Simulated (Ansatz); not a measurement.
H3IOSSi, SMILES O[SiH](S)I: vertical spin-state energies, run with the Python package of Ansatz (0.2.0).

The script, `spin_h3iossi.py`:
```python
# -*- coding: utf-8 -*-
'''Gap between spin states of H3IOSSi at one geometry.'''

import warnings

import ansatz as az

GEOMETRY = '''
O     0.31100    1.65020   -0.15620
Si    0.17040    0.13510    0.38110
S     0.23000   -1.11440   -1.35260
I    -1.90100   -0.17170    1.47560
H    -0.21460    1.85600   -1.01190
H     1.29620   -0.14870    1.29540
H     0.16920   -2.27460   -0.67710
'''

warnings.simplefilter('ignore', az.DeckWarning)

mol = az.Crystal.molecule()
for line in GEOMETRY.strip().splitlines():
    symbol, *xyz = line.split()
    mol = mol.atom(symbol, [float(v) for v in xyz])

calc = (
    mol.calculation()
    .basis(gaussian='def2-TZVP')
    .functional('HF')
)
found = {}
for unpaired in [0, 2]:
    data = calc.spin('collinear', total=unpaired).run(threads=1).report
    s = unpaired / 2
    found[unpaired] = data['free_energy_ev']
    print(f'2S+1 = {unpaired + 1}: E = {found[unpaired]:.5f} eV, <S^2> = {abs(data["mean_field"]["state"]["spin_squared"]):.3f} (pure state {s * (s + 1):.2f})')
lowest = min(found, key=found.get)
for unpaired, e in found.items():
    print(f'multiplicity {unpaired + 1}: {(e - found[lowest]):.3f} eV above the lowest')
```

Which spin state is lowest at this geometry, and how far above lie the others?

In order: multiplicity 1 (+0.00 eV) and multiplicity 3 (+5.29 eV), all at the one geometry.

The output:

```console
$ python spin_h3iossi.py
2S+1 = 1: E = -28841.60338 eV, <S^2> = 0.000 (pure state 0.00)
2S+1 = 3: E = -28836.31138 eV, <S^2> = 2.025 (pure state 2.00)
multiplicity 1: 0.000 eV above the lowest
multiplicity 3: 5.292 eV above the lowest
```

What to keep in mind:
- Total energies depend on the basis set; only differences at equal settings carry meaning.
- The geometry is a force-field or estimated start, not a minimum of this method, and the basis set is short of its limit. All parts are taken at fixed geometry, without zero-point energy.
- def2 sets replace the cores of elements past krypton by effective core potentials.
- Hartree-Fock leaves correlation out, so it favours high-spin states too much.
- Spin-orbit coupling, which mixes and shifts the spin states of heavy atoms, is left out.
- Timing: 48 s on 1 thread of Intel(R) Xeon(R) Processor @ 2.30GHz (shared host), peak memory 0.9 GiB.
